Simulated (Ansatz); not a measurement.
**Cl2H2NOSi radical: up Jacob's ladder to CCSD(T)**

How much do the methods differ for Cl2H2NOSi radical? The plan is to run it at one geometry with functionals of several rungs and with coupled cluster. The yardstick is the atomisation energy at the CCSD(T) limit.

Method: functionals in def2-TZVPP, the program's frozen cores in correlated methods; program: Ansatz 0.2.0, Gaussian basis.

Levels to be run: LDA (SPW92), PBE-D4, revPBE-D4, BLYP-D4, r2SCAN-D4, B97M-V, PBE0-D4, B3LYP-D4, r2SCANh-D4, r2SCAN0-D4, HSE06-D4, BHLYP-D4, CAM-B3LYP-D4, LC-ωPBE, ωB97X-V, ωB97M-V, B2PLYP, PBE-QIDH; CCSD(T)/def2-SVP; CCSD(T)/def2-TZVPP; MP2/def2-QZVPP; extrapolation to the limit; RPA on PBE.

## 1. Structure used throughout

All runs share one geometry, relaxed beforehand with PBE0-D4 in a triple-zeta def2 set.

SMILES `N[Si]([O])(Cl)Cl`, 7 atoms, charge 0, spin multiplicity 2.

Atoms are counted from 1 here; the program's logs count them from 0.

Bond lengths: N1–Si2 1.706 Å, N1–H6 1.009 Å, N1–H7 1.009 Å, Si2–O3 1.616 Å, Si2–Cl4 2.028 Å, Si2–Cl5 2.028 Å. Angles: Si2–N1–H6 119.9°, Si2–N1–H7 119.9°, H6–N1–H7 112.5°, N1–Si2–O3 100.7°, N1–Si2–Cl4 110.0°, N1–Si2–Cl5 109.9°, O3–Si2–Cl4 113.4°, O3–Si2–Cl5 113.4°, Cl4–Si2–Cl5 109.1°.

## 2. LDA

This LDA is Slater exchange with PW92 correlation.

in.yaml

```yaml
crystal:
  periodic: [false, false, false]
  atoms:
    - {symbol: N, position_ang: [0.430003, -0.083202, 0.976624]}
    - {symbol: Si, position_ang: [-0.271617, 0.056178, -0.572523]}
    - {symbol: O, position_ang: [0.783053, -0.791694, -1.455651]}
    - {symbol: Cl, position_ang: [-2.137343, -0.738801, -0.562689]}
    - {symbol: Cl, position_ang: [-0.384477, 2.009239, -1.107176]}
    - {symbol: H, position_ang: [1.264325, 0.438815, 1.199828]}
    - {symbol: H, position_ang: [0.377356, -0.958633, 1.475887]}
basis:
  gaussian: {orbitals: def2-TZVPP}
magnetization: {spin_polarized: true, initial_magnetization: 1}
hamiltonian: {xc: lda}
output: {orbitals: {seedname: orbitals}}
```

Further steps of the session: PBE-D4 (GGA); revPBE-D4 (GGA); BLYP-D4 (GGA); r2SCAN-D4 (meta-GGA); B97M-V (meta-GGA); PBE0-D4 (hybrid); B3LYP-D4 (hybrid); r2SCANh-D4 (hybrid); r2SCAN0-D4 (hybrid); HSE06-D4 (hybrid); BHLYP-D4 (hybrid); CAM-B3LYP-D4 (range-separated); LC-ωPBE-D4 (range-separated); ωB97X-V (range-separated); ωB97M-V (range-separated); B2PLYP (double hybrid); PBE-QIDH (double hybrid); CCSD(T) in def2-SVP; CCSD(T) in def2-TZVPP; MP2 in def2-QZVPP; RPA on PBE orbitals.

Q: Predict the results of all the runs planned. Wanted: atomisation energy, CCSD(T)/CBS; farthest beyond LDA; mean size of error, GGA; mean size of error, meta-GGA; mean size of error, hybrid; mean size of error, range-separated; mean size of error, double hybrid; gap, smallest and largest; T1 diagnostic.

The runs gave:

| quantity | value |
| --- | --- |
| atomisation energy, CCSD(T)/CBS | 24.851 eV |
| functionals within 0.124 eV (0.5 %) | PBE0-D4, B3LYP-D4, r2SCANh-D4, HSE06-D4, CAM-B3LYP-D4 |
| farthest beyond LDA | BHLYP-D4 (-1.011 eV) |
| mean size of error, GGA | 0.475 eV |
| mean size of error, meta-GGA | 0.452 eV |
| mean size of error, hybrid | 0.272 eV |
| mean size of error, range-separated | 0.184 eV |
| mean size of error, double hybrid | 0.373 eV |
| gap, smallest and largest | 0.60 eV (LDA (SPW92)), 9.00 eV (LC-ωPBE) |
| T1 diagnostic | 0.0240 |
| triples share of the correlation energy | 4.0 % |

What this shows: The LDA atomisation energy is off by 4.426 eV (18 %): it overbinds. PBE-D4 misses by +0.940 eV. Double hybrids carry the basis error of their MP2 part in triple zeta, and no dispersion term here, so their miss is partly the set-up's. By mean error the best rung here is range-separated (0.184 eV) and the worst beyond LDA is GGA (0.475 eV). Misses under about 0.124 eV are within the doubt on the reference itself, which lacks core-valence correlation, relativity and higher excitations. Hartree-Fock recovers 69 % of the binding; the rest is correlation. CCSD(T) in def2-SVP is off by -2.793 eV, which most functionals beat. Orbital gaps span 0.6 to 9.0 eV; exact exchange widens them.
